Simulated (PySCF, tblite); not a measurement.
**C4H11BSi: geometry, infrared bands and NMR shifts**

Wanted: the infrared bands and NMR shifts of C4H11BSi (`C=C(C)B(C)[SiH3]`), by calculation.

Computed with tblite 0.8.0 and PySCF 2.14.0, with density-fitted response routines of our own, on a single molecule in the gas phase. Atoms are numbered from 0 throughout.

## 1. Starting geometry

17 atoms, charge 0, multiplicity 1; geometry from: force field or distance geometry start.

Bonds of the start (Å): C0–C1 1.33, C1–C2 1.48, C1–B3 1.57, B3–C4 1.58, B3–Si5 1.95, C0–H6 1.09, C0–H7 1.07, C2–H8 1.12, C2–H9 1.10, C2–H10 1.11, C4–H11 1.11, C4–H12 1.11, C4–H13 1.10, Si5–H14 1.46, Si5–H15 1.48, Si5–H16 1.47.

## 2. Optimising the geometry with GFN2-xTB

Job settings and geometry (Å):

```
{"job": {"kind": "relax", "xc": "GFN2-xTB", "basis": "xTB"}, "charge": 0, "multiplicity": 1}
C     -1.058400    -0.322600    -1.563500
C     -0.901000    -0.023800    -0.281800
C     -2.117200     0.093300     0.554000
B      0.545600     0.172900     0.303700
C      1.249500     1.540300    -0.040600
Si     1.692300    -1.341400     0.725500
H     -2.087400    -0.436900    -1.903600
H     -0.254600    -0.432600    -2.259000
H     -2.799100    -0.723400     0.199000
H     -1.906200     0.006000     1.627400
H     -2.562600     1.093200     0.395200
H      0.961800     1.883300    -1.060500
H      2.342000     1.388900     0.054700
H      0.980200     2.251500     0.754200
H      1.746100    -1.451500     2.179400
H      1.139000    -2.589400     0.151700
H      3.022900    -1.095800     0.154300
```

Started as:

```sh
OMP_NUM_THREADS=1 python probes_run.py task.json out
```

This one command runs all jobs of the session in turn.

**Question.** This job is followed by: GFN2-xTB harmonic vibrations, gas phase; GIAO PBE0/pcSseg-1 NMR shielding, non-relativistic, gas phase. What will the session give for the following? strongest single infrared mode (GFN2-xTB); zero-point energy (GFN2-xTB); ¹³C shifts against TMS (PBE0/pcSseg-1); ¹H shifts against TMS (PBE0/pcSseg-1, means over atoms taken as alike); ¹¹B shifts against BF3·OEt2 (PBE0/pcSseg-1); ²⁹Si shifts against TMS (PBE0/pcSseg-1).

As calculated:

```
                                                              quantity                             value
                             strongest single infrared mode (GFN2-xTB)             2178 cm⁻¹, 417 km/mol
                                          zero-point energy (GFN2-xTB)                     83.2 kcal/mol
                                ¹³C shifts against TMS (PBE0/pcSseg-1)      169.2, 130.6, 27.5, 23.0 ppm
¹H shifts against TMS (PBE0/pcSseg-1, means over atoms taken as alike)  5.86, 5.62, 3.59, 2.17, 1.50 ppm
                           ¹¹B shifts against BF3·OEt2 (PBE0/pcSseg-1)                          96.4 ppm
                               ²⁹Si shifts against TMS (PBE0/pcSseg-1)                        -115.5 ppm
```

**Reading.** Relaxing lowered the energy by 0.512 eV in 172 steps; the close pair that moved most is C2–H8, from 1.122 to 1.088 Å. No mode is imaginary among the 45: a minimum at this level. The strongest single mode, at 2178 cm⁻¹, moves mainly H15. GFN2-xTB is a fitted tight-binding method: band positions and strengths are rough. Its intensities can rank the bands wrongly. At PBE0/pcSseg-1: Shielding is most anisotropic at C1 (span 272 ppm, paramagnetic term -243 ppm).
